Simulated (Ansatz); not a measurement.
**CH₃GaSe: small, medium and large basis sets**

The task here is to estimate one member of a computed series from the others.

The runs use Ansatz 0.2.0, Gaussian basis; one geometry, several basis sets.

The runs, in order: PBE0-D4/def2-SVP; ωB97M-V/def2-SVP; PBE0-D4/def2-QZVPP; the functionals' def2-TZVPP values are taken from earlier runs.

1 further run of the same task is left out (it didn't finish).

## Structure used throughout

All runs share one geometry, relaxed beforehand with PBE0-D4 in a triple-zeta def2 set.

6 atoms, charge 0, spin multiplicity 1.

Atoms are counted from 1 here; the program's logs count them from 0.

Bond lengths: C1–Ga2 1.932 Å, C1–Se3 2.044 Å, C1–H4 1.085 Å, C1–H5 1.085 Å, Ga2–Se3 2.284 Å, Ga2–H6 1.533 Å. Angles: Ga2–C1–Se3 70.0°, Ga2–C1–H4 120.7°, Ga2–C1–H5 120.7°, Se3–C1–H4 111.7°, Se3–C1–H5 111.7°, H4–C1–H5 113.1°, C1–Ga2–Se3 57.3°, C1–Ga2–H6 158.5°, Se3–Ga2–H6 144.2°, C1–Se3–Ga2 52.7°.

Set-up of the first run:

in.yaml

```yaml
crystal:
  periodic: [false, false, false]
  atoms:
    - {symbol: C, position_ang: [-0.101649, -0.241007, -0.785148]}
    - {symbol: Ga, position_ang: [0.115590, 0.649561, 0.915910]}
    - {symbol: Se, position_ang: [0.106250, -1.624626, 0.705477]}
    - {symbol: H, position_ang: [-1.076405, -0.302177, -1.257298]}
    - {symbol: H, position_ang: [0.718143, -0.287634, -1.494081]}
    - {symbol: H, position_ang: [0.238062, 1.805883, 1.915141]}
basis:
  gaussian: {orbitals: def2-SVP}
hamiltonian: {xc: pbe0, dispersion: d4}
output: {orbitals: {seedname: orbitals}}
```

Among the steps run: PBE0-D4 in def2-SVP; ωB97M-V in def2-SVP; PBE0-D4 in def2-QZVPP.

One table of the session follows, with a row left open; its other results are not shown here.

It belongs to the step «Functionals by basis». 

```
functional       basis  HOMO (eV)  LUMO (eV)
   PBE0-D4    def2-SVP      -6.49      -1.42
   PBE0-D4  def2-TZVPP      -6.57      -1.50
   PBE0-D4  def2-QZVPP          ?          ?
   ωB97M-V    def2-SVP      -8.56       0.30
   ωB97M-V  def2-TZVPP      -8.66       0.18
```

Estimate the missing values for PBE0-D4, def2-QZVPP.

The run gave: HOMO (eV): -6.58; LUMO (eV): -1.53. In the column «HOMO (eV)» it lies between ωB97M-V, def2-SVP (-8.56) and PBE0-D4, def2-TZVPP (-6.57).
